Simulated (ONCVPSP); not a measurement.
# O: the cost of one run

Program: ONCVPSP 4.0.1.1 (patched build). Reference atom: LDA (Perdew-Wang 92), scalar-relativistic, spherical and spin-unpolarised. All values are calculated.

### Step 1. The design

Typed settings, in words:

```
element                 : oxygen (O, Z = 8)
type                    : optimised norm-conserving Vanderbilt (ONCV)
frozen core             : [He]
valence charge          : 6
reference configuration : 2s1.75 2p4.25
partial waves           : 2s: rc 0.65 bohr, ncon 3, nbas 8, qcut 8.9 1/bohr, 1 projector; 2p: rc 1.10 bohr, ncon 4, nbas 8, qcut 10.3 1/bohr, 2 projectors, debl 2.7 Ha; d scattering state at 0.33 Ha: rc 0.95 bohr, ncon 5, nbas 8, qcut 11 1/bohr, 1 projector
local potential         : polynomial inside 0.60 bohr (lpopt 5, dvloc0 0 Ha)
core correction         : Teter function, fcfact 2.5, rcfact 1.55
```

The nodes and maxima of the atom's own shells, from an earlier all-electron run, set the scale for the radii.

All-electron outer shells of the reference configuration (LDA (PZ), scalar-relativistic, ld1.x):

```
shell  level (eV)  outermost node (bohr)  outermost maximum (bohr)
   1s     -511.04                      –                      0.13
   2s      -23.87                   0.28                      0.88
   2p       -9.30                      –                      0.82
```

### Step 2. Generation

The input, O.dat:

```
# ATOM AND REFERENCE CONFIGURATION
# atsym  z   nc   nv     iexc    psfile
  O 8.00    1    2  -001012      upf
#
#   n    l    f
    1    0    2.00
    2    0    1.75
    2    1    4.25
#
# PSEUDOPOTENTIAL AND OPTIMIZATION
# lmax
    2
#
#   l,   rc,      ep,       ncon, nbas, qcut
    0    0.65    0.00    3    8    8.90
    1    1.10    0.00    4    8   10.30
    2    0.95    0.33    5    8   11.00
#
# LOCAL POTENTIAL
# lloc, lpopt,  rc(5),   dvloc0
    4    5    0.60    0.00
#
# VANDERBILT-KLEINMAN-BYLANDER PROJECTORs
# l, nproj, debl
    0    1    3.30
    1    2    2.70
    2    1    1.30
#
# MODEL CORE CHARGE
# icmod, fcfact, rcfact
    3    2.50    1.55
#
# LOG DERIVATIVE ANALYSIS
# epsh1, epsh2, depsh
   -2.00    5.00    0.02
#
# OUTPUT GRID
# rlmax, drl
    6.00    0.01
#
# TEST CONFIGURATIONS
# ncnf
    4
# nvcnf
#   n    l    f
    2
    2    0    2.00
    2    1    4.00
#
    2
    2    0    2.00
    2    1    3.00
#
    2
    2    0    2.00
    2    1    2.00
#
    2
    2    0    2.00
    2    1    3.50
#
```

Run with:

```
$ oncvpsp.x < O.dat > O.out
```

**Question.** How long does this run take on 1 thread of Intel Xeon 6975P-C, shared host?

About 1.9 s.
